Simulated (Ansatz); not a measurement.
# ClH₅N₂Si: small, medium and large basis sets

How large a basis does ClH₅N₂Si need? Two functionals are run in growing sets.

Computed with Ansatz 0.2.0, Gaussian basis. Level: one geometry, several basis sets.

Levels to be run: PBE0-D4/def2-SVP; ωB97M-V/def2-SVP; PBE0-D4/def2-QZVPP; ωB97M-V/def2-QZVPP; the functionals' def2-TZVPP values are taken from earlier runs.

### 1 The geometry

All runs share one geometry, relaxed beforehand with PBE0-D4 in a triple-zeta def2 set.

SMILES `N[SiH](N)Cl`, 9 atoms, charge 0, spin multiplicity 1.

Atoms are counted from 1 here; the program's logs count them from 0.

Bond lengths: N1–Si2 1.699 Å, N1–H5 1.005 Å, N1–H6 1.006 Å, Si2–N3 1.697 Å, Si2–Cl4 2.073 Å, Si2–H7 1.481 Å, N3–H8 1.007 Å, N3–H9 1.008 Å. Angles: Si2–N1–H5 121.2°, Si2–N1–H6 120.9°, H5–N1–H6 112.8°, N1–Si2–N3 107.9°, N1–Si2–Cl4 103.8°, N1–Si2–H7 118.8°, N3–Si2–Cl4 116.7°, N3–Si2–H7 105.8°, Cl4–Si2–H7 104.4°, Si2–N3–H8 120.2°, Si2–N3–H9 120.5°, H8–N3–H9 111.9°.

### 2 PBE0-D4 in def2-SVP

File in.yaml:

```yaml
crystal:
  periodic: [false, false, false]
  atoms:
    - {symbol: N, position_ang: [-0.509780, 1.299846, -0.391950]}
    - {symbol: Si, position_ang: [0.353094, -0.162760, -0.342522]}
    - {symbol: N, position_ang: [0.059306, -0.889833, 1.162637]}
    - {symbol: Cl, position_ang: [-0.311824, -1.187597, -2.017209]}
    - {symbol: H, position_ang: [-0.798366, 1.704378, -1.266040]}
    - {symbol: H, position_ang: [-0.413922, 1.982169, 0.341571]}
    - {symbol: H, position_ang: [1.826554, -0.127343, -0.492099]}
    - {symbol: H, position_ang: [0.678602, -1.603382, 1.510815]}
    - {symbol: H, position_ang: [-0.883666, -1.015489, 1.494796]}
basis:
  gaussian: {orbitals: def2-SVP}
hamiltonian: {xc: pbe0, dispersion: d4}
output: {orbitals: {seedname: orbitals}}
```

After this run come: ωB97M-V in def2-SVP; PBE0-D4 in def2-QZVPP; ωB97M-V in def2-QZVPP.

**Question.** What will the summary of the whole plan be? Wanted: PBE0-D4: double and triple zeta above quadruple; ωB97M-V: double and triple zeta above quadruple.

The runs gave:

| quantity | value |
| --- | --- |
| PBE0-D4: double and triple zeta above quadruple | 11.94, 0.85 eV |
| ωB97M-V: double and triple zeta above quadruple | 11.99, 0.80 eV |

**Reading.** PBE0-D4 gains 11.09 eV from double to triple zeta, then 0.85 eV more. These are total energies; as a rule much of such shifts cancels in differences, which this series doesn't test. The LUMO of ωB97M-V is positive and keeps falling with the basis (3.32 to 1.71 eV): an unbound level that the basis holds in place.
